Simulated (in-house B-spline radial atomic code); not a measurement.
# Ge²²⁺: response and correlation of a closed shell

Aim: the static and dynamic polarisabilities of Ge²²⁺ in the relativistic RPA, its lowest excitations, and its second-order correlation energy by partial wave and by pair.

The numbers are computed with an in-house B-spline radial atomic code, version 1 (Dirac-Hartree-Fock, relativistic RPA and second-order many-body perturbation theory, no-pair Dirac-Coulomb, B-spline basis), except any that are marked as measured or tabulated.

### Step 1. The atom as given

```
element       : germanium (Z = 32)
charge        : +22
closed shells : [He] 2s2 2p6
nucleus       : mass number 74, rms radius 4.074 fm
```

Outer shells as boxes (Hund's rule):

Ge22+
```
[He] core
2s [↑↓]
2p [↑↓][↑↓][↑↓]
```

### Step 2. Dirac-Hartree-Fock start

The run's settings:

```ini
basis_form = 2
Z = 32
core_configuration = [He] 2s2 2p6
rms_radius = 4.0742
mass_number = 74
speed_of_light = 137.035999084
box_radius = 3.663
lmax = 7
intervals = 59
virtual_cutoff = 25600.0
```

Launch:

```bash
python run_mb.py task.json out
```

task.json holds these settings.

From the run's result record (rounded, not every field):

```text
{
  "status": "converged",
  "hf_energy [hartree]": -1804.0435111,
  "orbitals [hartree]": [
    ["1s1/2", -446.85318],
    ["2s1/2", -87.150278],
    ["2p1/2", -81.389288],
    ["2p3/2", -80.160485]
  ],
  "breit [hartree]": 0.8600992
}
```

Run time: 0.6 s. Hardware: 1 thread, shared host.

The further fields of the record follow part by part.

The highest level is 2p3/2 at -2181 eV, the deepest 1s1/2 at -12159 eV.

### Step 3. The dipole field

In the record:

```text
{
  "dipole_polarisability [bohr^3]": 0.002082827,
  "dipole_polarisability_uncoupled [bohr^3]": 0.002062989,
  "dipole_shielding": 0.313,
  "dipole_by_shell [bohr^3]": {"1s1/2": 3.27356e-06, "2s1/2": 0.00028764, "2p1/2": 0.000570961, "2p3/2": 0.00122095},
  "dipole_imaginary_frequency [hartree, au]": {
    "u": [0.0, 2.21, 5.52, 11.0, 16.5, 22.1, 33.1, 44.1, 55.2, 77.2, 110.0, 165.0, 221.0, 331.0, 552.0, 1100.0],
    "alpha": [0.002082827, 0.002079507, 0.002062304, 0.002003876, 0.00191398, 0.00179984, 0.001546221, 0.001297944, 0.001079553, 0.0007564373, 0.0004726918, 0.0002517047, 0.000153259, 7.4483e-05, 2.886676e-05, 7.74477e-06]
  },
  "dipole_excitations [hartree, oscillator strength, leading channel, weight]": [
    [45.58999, 0.13109, "2p3/2 -> s1/2", 0.994],
    [46.76505, 0.08845, "2p1/2 -> s1/2", 0.993],
    [49.47729, 0.0098332, "2p3/2 -> d3/2", 0.79],
    [50.10225, 1.1947, "2p3/2 -> d5/2", 0.706],
    [51.22246, 2.019, "2p1/2 -> d3/2", 0.906],
    [54.26309, 0.066301, "2s1/2 -> p1/2", 0.963],
    [54.61656, 0.2966, "2s1/2 -> p3/2", 0.965],
    [61.56443, 0.024176, "2p3/2 -> s1/2", 0.998],
    [62.77205, 0.020891, "2p1/2 -> s1/2", 0.994],
    [63.08953, 0.0023929, "2p3/2 -> d3/2", 0.831],
    [63.33404, 0.42345, "2p3/2 -> d5/2", 0.816],
    [64.47163, 0.32494, "2p1/2 -> d3/2", 0.987],
    [68.54729, 0.012165, "2p3/2 -> s1/2", 0.994],
    [69.22392, 0.014272, "2s1/2 -> p1/2", 0.86]
  ],
  "dipole_real_frequency [hartree, bohr^3]": {"omega": [4.56, 9.12, 13.7, 18.2, 22.8, 27.4, 31.9, 36.5, 41.0], "alpha": [0.002097095, 0.002141227, 0.002219979, 0.002339295, 0.002519758, 0.002788555, 0.003193749, 0.003889807, 0.005263056]},
  "c6 [hartree bohr^6]": 0.0001881828,
  "cauchy_s-4": 6.80984e-07,
  "trk_sum": 9.840909,
  "mean_excitation_energy [hartree]": 101.0547
}
```

Lowest dipole excitations, with their leading channel:

```
energy (eV)  strength  leading channel  weight
     1240.6     0.131     2p3/2 → s1/2    0.99
     1272.5    0.0885     2p1/2 → s1/2    0.99
     1346.3   0.00983     2p3/2 → d3/2    0.79
     1363.4      1.19     2p3/2 → d5/2    0.71
     1393.8      2.02     2p1/2 → d3/2    0.91
     1476.6    0.0663     2s1/2 → p1/2    0.96
     1486.2     0.297     2s1/2 → p3/2    0.96
     1675.3    0.0242     2p3/2 → s1/2    1.00
```

At imaginary frequency the polarisability falls to half its static value near 58 hartree; at 0.9 of the first excitation energy it stands at 2.53 times the static value.

### Step 4. Quadrupole and octupole response

In the record:

```text
{
  "quadrupole_polarisability [bohr^5]": 0.0001355343,
  "quadrupole_polarisability_uncoupled [bohr^5]": 0.0001298262,
  "quadrupole_shielding": -0.369,
  "quadrupole_by_shell [bohr^5]": {"1s1/2": 2.69698e-08, "2s1/2": 5.63162e-05, "2p1/2": 2.46602e-05, "2p3/2": 5.4531e-05},
  "quadrupole_imaginary_frequency [hartree, au]": {
    "u": [0.0, 2.21, 5.52, 11.0, 16.5, 22.1, 33.1, 44.1, 55.2, 77.2, 110.0, 165.0, 221.0, 331.0, 552.0, 1100.0],
    "alpha": [0.0001355343, 0.0001353528, 0.0001344107, 0.0001311953, 0.0001261988, 0.0001197642, 0.0001050754, 9.011864e-05, 7.643436e-05, 5.516909e-05, 3.53679e-05, 1.91384e-05, 1.167607e-05, 5.623838e-06, 2.127476e-06, 5.513499e-07]
  },
  "quadrupole_excitations [hartree, oscillator strength, leading channel, weight]": [
    [47.17602, 0.01947, "2p3/2 -> p1/2", 0.997],
    [47.55517, 0.019404, "2p3/2 -> p3/2", 0.999],
    [48.69728, 0.020447, "2p1/2 -> p3/2", 0.997],
    [56.61702, 0.0013571, "2s1/2 -> d3/2", 0.686],
    [56.92236, 0.16529, "2s1/2 -> d5/2", 0.687],
    [62.21427, 0.0023552, "2p3/2 -> p1/2", 0.999],
    [62.36067, 0.0022767, "2p3/2 -> p3/2", 0.999],
    [63.55703, 0.0041379, "2p1/2 -> p3/2", 0.919],
    [63.57126, 0.0050908, "2p3/2 -> f7/2", 0.539],
    [63.59665, 0.031023, "2p3/2 -> f5/2", 0.571],
    [64.81517, 0.017274, "2p1/2 -> f5/2", 0.999],
    [68.87471, 0.0010179, "2p3/2 -> p1/2", 0.998],
    [68.94795, 0.00097259, "2p3/2 -> p3/2", 0.999],
    [69.53462, 0.0031775, "2p3/2 -> f7/2", 0.501]
  ],
  "c8 [hartree bohr^8]": 6.41348e-05,
  "octupole_polarisability [bohr^7]": 1.313152e-05,
  "octupole_polarisability_uncoupled [bohr^7]": 1.258496e-05,
  "octupole_by_shell [bohr^7]": {"1s1/2": 3.0545e-10, "2s1/2": 3.81166e-06, "2p1/2": 2.89469e-06, "2p3/2": 6.42487e-06}
}
```

The excitations in eV:

```
energy (eV)  strength  leading channel  weight
     1283.7    0.0195     2p3/2 → p1/2    1.00
     1294.0    0.0194     2p3/2 → p3/2    1.00
     1325.1    0.0204     2p1/2 → p3/2    1.00
     1540.6   0.00136     2s1/2 → d3/2    0.69
     1548.9     0.165     2s1/2 → d5/2    0.69
     1692.9   0.00236     2p3/2 → p1/2    1.00
     1696.9   0.00228     2p3/2 → p3/2    1.00
     1729.5   0.00414     2p1/2 → p3/2    0.92
```

### Step 5. Second-order correlation energy

The record's fields for this part:

```text
{
  "second_order_energy [hartree]": {"by_l": [-0.01889491, -0.1331793, -0.1781895, -0.04872582, -0.01895108, -0.007164126, -0.003277082, -0.001701555], "sum": -0.4100833, "extrapolated": -0.4135614, "direct": -0.6283287},
  "pair_energies [hartree]": [
    ["1s1/2", "1s1/2", -0.0363701],
    ["2s1/2", "1s1/2", -0.00808767],
    ["2s1/2", "2s1/2", -0.012886],
    ["2p1/2", "1s1/2", -0.0149197],
    ["2p1/2", "2s1/2", -0.0266008],
    ["2p1/2", "2p1/2", -0.0236947],
    ["2p3/2", "1s1/2", -0.0269997],
    ["2p3/2", "2s1/2", -0.0527651],
    ["2p3/2", "2p1/2", -0.107505],
    ["2p3/2", "2p3/2", -0.100255]
  ]
}
```

Share of the summed energy by partial wave: s 4.6 %, p 32.5 %, d 43.5 %, f 11.9 %, g 4.6 %, h 1.7 %, i 0.8 %, k 0.4 %.

### Step 6. Results

| quantity | value |
| --- | --- |
| dipole polarisability | 0.002083 bohr³ |
| without coupling | 0.002063 bohr³ |
| quadrupole polarisability | 0.0001355 bohr⁵ |
| C6 of a like pair | 0.0001882 hartree bohr⁶ |
| dipole shielding | 0.313 |
| first dipole root | 1241 eV |
| second-order energy, extrapolated | -0.4136 hartree (-1.13 eV an electron) |

The 2p3/2 subshell carries 59 % of the dipole polarisability of 0.00208 bohr³. Against the uncoupled value, letting the induced field act back on the electrons raises it by 1 %. The dipole shielding factor is near N/Z = 0.312, as the balance of forces on the electrons requires. The largest pair energy is 2p3/2–2p1/2, 26 % of the second-order sum; the tail beyond the last partial wave adds 0.8 %.
